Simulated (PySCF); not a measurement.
**A diatomic session: BI**

An exercise on one series of results from a longer session: the logs are not shown, and one member is left open.

Computed with PySCF 2.14.0. Level: B aug-cc-pVDZ, I aug-cc-pVDZ-PP with ECP28, scalar-relativistic core potentials.

The first run:

Settings of the job:

| Item | Value |
| --- | --- |
| atoms | B, I |
| charge | 0 |
| basis | B aug-cc-pVDZ, I aug-cc-pVDZ-PP with ECP28 |
| Hamiltonian | scalar-relativistic core potentials |
| basis functions | 55 |
| electrons treated | 30 |
| masses in u | 11.0093, 126.9045 |
| levels | PBE0, PBE, r²SCAN, r²SCANh, LDA, BHandHLYP, HF, MP2, SCS-MP2, CCSD, CCSD(T) |
| grid | 80 radial by 434 angular points |
| occupations | held fixed by the projection of orbital angular momentum |
| dissociation limit | B + I, each in its ground configuration |
| starting distance in angstrom | 2.125 |
| values of 2S to try | 0, 2 |

On the command line:

```console
$ OMP_NUM_THREADS=1 python dia.py task.json out
```

Steps of the session up to this table: The job; First curve: PBE0; Higher solutions at PBE0; PBE (GGA); r²SCAN (meta-GGA); r²SCANh (hybrid meta-GGA); LDA (local density); BHandHLYP (global hybrid GGA); RHF; MP2 and coupled cluster.

One of the session's tables, all rows but one given; the rest of the session is left out.

It belongs to the step «Constants by level of theory». Differences from CCSD(T) in the same basis:

| level | Re (mÅ) | ωe (%) |
| --- | --- | --- |
| RHF | +4 | -0.7 |
| RHF-MP2 | -19 | +2.9 |
| RHF-SCS-MP2 | ? | ? |
| RHF-CCSD | -1 | +0.4 |
| LDA | -30 | +2.6 |
| PBE | -4 | -0.6 |
| r²SCAN | -8 | +0.4 |
| r²SCANh | -12 | +1.4 |
| PBE0 | -19 | +2.5 |
| BHandHLYP | -18 | +1.8 |

Q: Estimate the row for RHF-SCS-MP2 from the others.

The run gave: Re (mÅ): -11; ωe (%): +1.3. In the column «Re (mÅ)» it lies between r²SCANh (-12) and r²SCAN (-8).
